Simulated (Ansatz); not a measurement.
# Ge21H32 ring disc (AlGe₂₀H₃₂−): structure and electronic state

Aim: characterise Ge21H32 ring disc (AlGe₂₀H₃₂−) as a singlet: its structure, frontier levels and distribution of charge.

Computed with Ansatz 0.2.0, Gaussian basis. Level: RKS PBE0-D4/def2-TZVP.

Levels to be run: relaxation at PBE-D4/def2-SVP; a single point at PBE0-D4/def2-TZVP.

1 further run of the same task is left out (set aside as unsound or not needed).

## Step 1: The starting structure

53 atoms, charge -1, spin multiplicity 1.

Atoms are counted from 1 here; the program's logs count them from 0.

Bond lengths: Ge1–Ge12 2.409 Å, Ge1–Ge13 2.408 Å, Ge1–Ge14 2.424 Å, Ge1–H22 1.546 Å, Ge2–Ge13 2.407 Å, Ge2–Ge15 2.449 Å, Ge2–H23 1.529 Å, Ge2–H24 1.533 Å, Ge3–Ge15 2.435 Å, Ge3–Ge16 2.405 Å, Ge3–H25 1.533 Å, Ge3–H26 1.529 Å, Ge4–Ge12 2.400 Å, Ge4–Ge17 2.442 Å, Ge4–H27 1.528 Å, Ge4–H28 1.528 Å, Ge5–Ge14 2.461 Å, Ge5–Ge15 2.491 Å and more. Angles: Ge12–Ge1–Ge13 109.1°, Ge12–Ge1–Ge14 111.0°, Ge12–Ge1–H22 107.9°, Ge13–Ge1–Ge14 109.5°, Ge13–Ge1–H22 108.2°, Ge14–Ge1–H22 111.1°, Ge13–Ge2–Ge15 118.0°, Ge13–Ge2–H23 107.7°, Ge13–Ge2–H24 105.9°, Ge15–Ge2–H23 112.3°, Ge15–Ge2–H24 111.8°, H23–Ge2–H24 99.2°, Ge15–Ge3–Ge16 117.7°, Ge15–Ge3–H25 109.0°, Ge15–Ge3–H26 109.6°, Ge16–Ge3–H25 110.2°, Ge16–Ge3–H26 110.0°, H25–Ge3–H26 98.6° and more.

The ion is computed in the gas phase, without counter-ions or solvent.

The start is a GFN2-xTB geometry.

## Step 2: Optimising with PBE-D4/def2-SVP

File in.yaml:

```yaml
crystal:
  periodic: [false, false, false]
  atoms:
    - {symbol: Ge, position_ang: [-3.156180, -3.160160, 0.607710]}
    - {symbol: Ge, position_ang: [-3.442790, -0.179720, -2.096250]}
    - {symbol: Ge, position_ang: [-3.200100, 2.403120, 0.723110]}
    - {symbol: Ge, position_ang: [-0.178460, -3.449130, -2.068460]}
    - {symbol: Ge, position_ang: [-0.439870, -0.152250, 0.523060]}
    - {symbol: Ge, position_ang: [2.270350, -3.133300, 0.747360]}
    - {symbol: Ge, position_ang: [2.750700, -0.555460, -1.990870]}
    - {symbol: Ge, position_ang: [-0.392950, 2.891430, -2.167820]}
    - {symbol: Ge, position_ang: [-0.420400, 5.405810, 0.757370]}
    - {symbol: Ge, position_ang: [2.648840, 2.791460, 0.260520]}
    - {symbol: Ge, position_ang: [5.356780, -0.462760, 0.817940]}
    - {symbol: Ge, position_ang: [-1.839690, -4.616530, -0.788950]}
    - {symbol: Ge, position_ang: [-4.603760, -1.829360, -0.782330]}
    - {symbol: Ge, position_ang: [-1.736970, -1.702600, 1.926380]}
    - {symbol: Ge, position_ang: [-1.840820, 1.280200, -0.956780]}
    - {symbol: Ge, position_ang: [-2.217350, 4.253850, 1.902480]}
    - {symbol: Ge, position_ang: [0.982750, -1.727870, -0.783150]}
    - {symbol: Ge, position_ang: [1.277830, 1.231440, 1.611210]}
    - {symbol: Ge, position_ang: [4.193580, -2.263900, 1.897440]}
    - {symbol: Ge, position_ang: [4.057840, 0.986440, -0.636090]}
    - {symbol: Al, position_ang: [1.110650, 4.406400, -0.881050]}
    - {symbol: H, position_ang: [-4.040490, -4.044830, 1.515920]}
    - {symbol: H, position_ang: [-4.489490, 0.608660, -2.883340]}
    - {symbol: H, position_ang: [-2.792670, -0.947070, -3.252890]}
    - {symbol: H, position_ang: [-3.728310, 1.361450, 1.716120]}
    - {symbol: H, position_ang: [-4.533850, 2.826220, 0.105700]}
    - {symbol: H, position_ang: [-0.849030, -2.910580, -3.331140]}
    - {symbol: H, position_ang: [0.778100, -4.468950, -2.684070]}
    - {symbol: H, position_ang: [1.409400, -3.865870, 1.779450]}
    - {symbol: H, position_ang: [2.794470, -4.350080, -0.023040]}
    - {symbol: H, position_ang: [2.137670, 0.137040, -3.210100]}
    - {symbol: H, position_ang: [3.613290, -1.604820, -2.704500]}
    - {symbol: H, position_ang: [-1.547150, 3.640820, -2.877610]}
    - {symbol: H, position_ang: [-0.035150, 2.028380, -3.396810]}
    - {symbol: H, position_ang: [-1.289620, 6.382160, -0.069400]}
    - {symbol: H, position_ang: [-0.027290, 6.449500, 1.817540]}
    - {symbol: H, position_ang: [3.571100, 3.190700, 1.460770]}
    - {symbol: H, position_ang: [6.520010, -1.069870, 0.027500]}
    - {symbol: H, position_ang: [6.147190, 0.328620, 1.860380]}
    - {symbol: H, position_ang: [-2.734370, -5.494620, -1.662840]}
    - {symbol: H, position_ang: [-1.168080, -5.682310, 0.066010]}
    - {symbol: H, position_ang: [-5.476960, -2.722660, -1.667740]}
    - {symbol: H, position_ang: [-5.679380, -1.167960, 0.069470]}
    - {symbol: H, position_ang: [-2.595270, -1.024590, 2.993950]}
    - {symbol: H, position_ang: [-0.847290, -2.576850, 2.815000]}
    - {symbol: H, position_ang: [-3.361330, 5.151180, 2.383420]}
    - {symbol: H, position_ang: [-1.764150, 3.691460, 3.245470]}
    - {symbol: H, position_ang: [2.150140, 0.188130, 2.355280]}
    - {symbol: H, position_ang: [0.599590, 1.841770, 2.848220]}
    - {symbol: H, position_ang: [3.845460, -1.852330, 3.317780]}
    - {symbol: H, position_ang: [5.187150, -3.393470, 2.175140]}
    - {symbol: H, position_ang: [5.106980, 1.507220, -1.663530]}
    - {symbol: H, position_ang: [1.919390, 5.426390, -1.748940]}
basis:
  gaussian: {orbitals: def2-SVP, fitting: {mean_field: def2-universal-jkfit}}
total_charge: -1
hamiltonian: {xc: pbe, dispersion: d4}
scf: {lower_state_search: "off"}
output: {orbitals: {seedname: orbitals}}
relax: {f_tol: 0.03, max_steps: 70}
```

Run with:

```sh
$ ansatz run in.yaml --threads 11 --pin off --events-out ev --progress --plain --max-ram 174080MiB --backend cuda --devices 0, --max-vram 75GiB
```

Further steps of the session: Single point, PBE0-D4/def2-TZVP.

**Question.** What will the summary of the whole plan be? Wanted: point group; commonest bond, hydrogen aside; HOMO, LUMO at PBE0-D4/def2-TZVP.

**Answer**, as computed:

| quantity | value |
| --- | --- |
| point group | C1 |
| commonest bond, hydrogen aside | Ge–Ge, 23 of mean length 2.454 Å |
| HOMO, LUMO at PBE0-D4/def2-TZVP | -3.94, 1.20 eV |

**Reading.** The molecule keeps its bonding pattern by the stored test; the atoms moved 0.23 Å (rms), and the angle Ge20–Ge10–Al21 went from 131° to 115°. No usable vibrations, so a minimum isn't proven. Whether this spin is the lowest isn't tested here. The point group is read from a loosely relaxed geometry; soft torsions can leave it below the true symmetry.
